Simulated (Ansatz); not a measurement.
# C2H9InS: up Jacob's ladder to CCSD(T)

The task here is to estimate one member of a computed series from the others.

The runs use Ansatz 0.2.0, Gaussian basis; functionals in def2-TZVPP, the program's frozen cores in correlated methods.

Levels to be run: LDA (SPW92), PBE-D4, revPBE-D4, BLYP-D4, r2SCAN-D4, B97M-V, PBE0-D4, B3LYP-D4, r2SCANh-D4, r2SCAN0-D4, HSE06-D4, BHLYP-D4, CAM-B3LYP-D4, LC-ωPBE, ωB97X-V, ωB97M-V, B2PLYP, PBE-QIDH; CCSD(T)/def2-SVP; CCSD(T)/def2-TZVPP; MP2/def2-QZVPP; extrapolation to the limit; RPA on PBE.

## Structure used throughout

The geometry comes from an earlier relaxation with PBE0-D4 in a triple-zeta def2 set; it is a stationary point, not always the lowest conformer. In takes the def2 core potential; no spin-orbit term is included.

SMILES `C[S+](C)[InH3-]`, 13 atoms, charge 0, spin multiplicity 1.

Atoms are counted from 1 here; the program's logs count them from 0.

Bond lengths: C1–S2 1.796 Å, C1–H5 1.090 Å, C1–H6 1.091 Å, C1–H7 1.090 Å, S2–C3 1.796 Å, S2–In4 2.745 Å, C3–H8 1.090 Å, C3–H9 1.091 Å, C3–H10 1.090 Å, In4–H11 1.738 Å, In4–H12 1.728 Å, In4–H13 1.738 Å. Angles: S2–C1–H5 107.0°, S2–C1–H6 109.9°, S2–C1–H7 110.7°, H5–C1–H6 109.5°, H5–C1–H7 108.9°, H6–C1–H7 110.9°, C1–S2–C3 100.5°, C1–S2–In4 100.9°, C3–S2–In4 100.9°, S2–C3–H8 107.0°, S2–C3–H9 109.9°, S2–C3–H10 110.7°, H8–C3–H9 109.5°, H8–C3–H10 108.9°, H9–C3–H10 110.9°, S2–In4–H11 94.0°, S2–In4–H12 100.4°, S2–In4–H13 93.9° and more.

Coordinates:

```xyz
13
C2H9InS
C    -0.46706    1.56265   -0.56195
S    -0.68859    0.28622    0.68166
C     0.94627    0.26363    1.42438
In   -0.58370   -1.97410   -0.87268
H    -1.39971    1.62746   -1.12140
H    -0.26549    2.51944   -0.07906
H     0.33737    1.29711   -1.24780
H     0.94467   -0.52704    2.17396
H     1.14757    1.22095    1.90631
H     1.70625    0.03824    0.67630
H    -0.58848   -1.09079   -2.36942
H    -2.02288   -2.77700   -0.35386
H     0.95418   -2.48165   -0.24174
```

The first run:

in.yaml

```yaml
crystal:
  periodic: [false, false, false]
  atoms:
    - {symbol: C, position_ang: [-0.467057, 1.562652, -0.561949]}
    - {symbol: S, position_ang: [-0.688589, 0.286219, 0.681658]}
    - {symbol: C, position_ang: [0.946270, 0.263627, 1.424382]}
    - {symbol: In, position_ang: [-0.583700, -1.974104, -0.872683]}
    - {symbol: H, position_ang: [-1.399706, 1.627460, -1.121396]}
    - {symbol: H, position_ang: [-0.265491, 2.519435, -0.079062]}
    - {symbol: H, position_ang: [0.337367, 1.297108, -1.247799]}
    - {symbol: H, position_ang: [0.944671, -0.527043, 2.173965]}
    - {symbol: H, position_ang: [1.147566, 1.220948, 1.906315]}
    - {symbol: H, position_ang: [1.706249, 0.038243, 0.676299]}
    - {symbol: H, position_ang: [-0.588483, -1.090790, -2.369422]}
    - {symbol: H, position_ang: [-2.022883, -2.777000, -0.353865]}
    - {symbol: H, position_ang: [0.954185, -2.481655, -0.241744]}
basis:
  gaussian: {orbitals: def2-TZVPP}
hamiltonian: {xc: lda}
output: {orbitals: {seedname: orbitals}}
```

The run is started by

```bash
> ansatz run in.yaml --threads 4 --pin off --events-out ev --progress --plain --max-ram 10444MiB
```

Among the steps run: LDA; PBE-D4 (GGA); revPBE-D4 (GGA); BLYP-D4 (GGA); r2SCAN-D4 (meta-GGA); B97M-V (meta-GGA); B3LYP-D4 (hybrid); r2SCANh-D4 (hybrid); r2SCAN0-D4 (hybrid); HSE06-D4 (hybrid); BHLYP-D4 (hybrid); CAM-B3LYP-D4 (range-separated); LC-ωPBE (range-separated); ωB97X-V (range-separated); ωB97M-V (range-separated); B2PLYP (double hybrid); PBE-QIDH (double hybrid).

One of the session's tables, all rows but one given; the rest of the session is left out.

It belongs to the step «Orbital energies across the functionals». 

| functional | HOMO (eV) | gap (eV) |
| --- | --- | --- |
| LDA (SPW92) | -6.32 | 5.12 |
| PBE-D4 | -6.23 | 5.30 |
| revPBE-D4 | -6.18 | 5.37 |
| BLYP-D4 | -6.13 | 5.28 |
| r2SCAN-D4 | -6.51 | 5.95 |
| B97M-V | -6.61 | 5.79 |
| PBE0-D4 | -7.39 | 7.17 |
| B3LYP-D4 | -7.22 | 6.77 |
| r2SCANh-D4 | ? | ? |
| r2SCAN0-D4 | -7.58 | 7.61 |
| HSE06-D4 | -6.99 | 6.43 |
| BHLYP-D4 | -8.50 | 8.93 |
| CAM-B3LYP-D4 | -8.76 | 9.31 |
| LC-ωPBE | -10.11 | 11.65 |
| ωB97X-V | -9.78 | 11.21 |
| ωB97M-V | -9.61 | 10.66 |

Q: Estimate the row for r2SCANh-D4 from the others.

Worked estimate for «HOMO (eV)». Against the share of exact exchange, r2SCAN-D4 (0, -6.51), r2SCAN0-D4 (0.25, -7.58) give a slope of -4.28 per unit share; at 0.1 the line stands at -6.94.

**Answer.** HOMO (eV): -6.94; gap (eV): 6.63. In «HOMO (eV)» the line misses by 0.00.
